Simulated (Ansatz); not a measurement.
Geometry optimisation, DFT PBE-D3(BJ), scalar-relativistic, plane waves, PAW (Ansatz).

Input file:

```yaml
crystal:
  lattice:
    - [0.0, 5.43, 5.43]
    - [5.43, 0.0, 5.43]
    - [5.43, 5.43, 0.0]
  atoms:
    - { symbol: Si, position: [0.0, 0.0, 0.0] }
    - { symbol: Si, position: [0.125, 0.125, 0.125] }
    - { symbol: Si, position: [0.0, 0.0, 0.5] }
    - { symbol: Si, position: [0.125, 0.125, 0.625] }
    - { symbol: Si, position: [0.0, 0.5, 0.0] }
    - { symbol: Si, position: [0.125, 0.625, 0.125] }
    - { symbol: Si, position: [0.0, 0.5, 0.5] }
    - { symbol: Si, position: [0.125, 0.625, 0.625] }
    - { symbol: Si, position: [0.5, 0.0, 0.0] }
    - { symbol: Si, position: [0.625, 0.125, 0.125] }
    - { symbol: Si, position: [0.5, 0.0, 0.5] }
    - { symbol: Si, position: [0.625, 0.125, 0.625] }
    - { symbol: Si, position: [0.5, 0.5, 0.0] }
    - { symbol: Si, position: [0.625, 0.625, 0.125] }
    - { symbol: Si, position: [0.5, 0.5, 0.5] }
    - { symbol: Si, position: [0.625, 0.625, 0.625] }
    - { symbol: Li, position: [0.0592174, 0.8070338, 0.322306] }
total_charge: 1
basis:
  ecutwfc: 420.0
kpoints:
  mp_grid: { grid: [2, 2, 2] }
hamiltonian:
  xc: pbe
  dispersion: d3bj
  pseudopotentials: { kind: paw, azcp: { folder: soft_1 } }
scf:
  occupations: { method: fermi_dirac, width: 0.05 }
  lower_state_search: "off"
relax:
  f_tol: 0.03
  max_steps: 60
  adjacent_minimum: "off"
```

Launched with:

```bash
$ ansatz run input.yaml --threads 1 --pin off --max-ram 3072MiB --backend cpu --events-out ev --progress --plain --runs-dir out
```

Where does it end, and by what steps?

The run converged. Limits of this set-up: a small cell, in which the defect meets its images, charged cell in a uniform background, uncorrected. After 8 steps the energy has fallen by 0.986 eV; Li17 moved furthest, 1.09 Å. Joined: Si10–Li17 (3.55 → 2.74 Å), Si11–Li17 (3.51 → 2.39 Å), Si12–Li17 (3.50 → 2.74 Å), Si16–Li17 (3.48 → 2.74 Å).

```
step  energy less start (eV)  largest force component (eV/Å)  accepted
   0                  0.0000                           1.545       yes
   1                 -0.3367                           0.540       yes
   2                 -0.4057                           0.075       yes
   3                 -0.4722                           0.294       yes
   4                 -0.5999                           0.402       yes
   5                 -0.7559                           0.395       yes
   6                 -0.8919                           0.241       yes
   7                 -0.9798                           0.058       yes
   8                 -0.9858                           0.018       yes
```

```xyz
17
Lattice="0.0000 5.4300 5.4300 5.4300 0.0000 5.4300 5.4300 5.4300 0.0000" Properties=species:S:1:pos:R:3
Si -0.063 0.016 0.062
Si 1.318 1.400 1.415
Si 2.702 2.781 0.062
Si 4.034 4.114 1.395
Si 2.684 0.035 2.745
Si 4.014 1.400 4.110
Si 5.367 2.781 2.726
Si 6.748 4.135 4.110
Si -0.047 2.766 2.744
Si 1.319 4.094 4.110
Si 2.702 5.446 2.726
Si 4.055 6.830 4.110
Si 2.685 2.766 5.476
Si 4.033 4.115 6.825
Si 5.383 5.464 5.476
Si 6.749 6.830 6.804
Li 6.750 1.399 4.109
```

Whether the end is a true minimum wasn't checked by a vibrational analysis.

The run took 38 s on 1 thread of Arm Neoverse V2, on a shared host, peak memory 0.51 GiB.
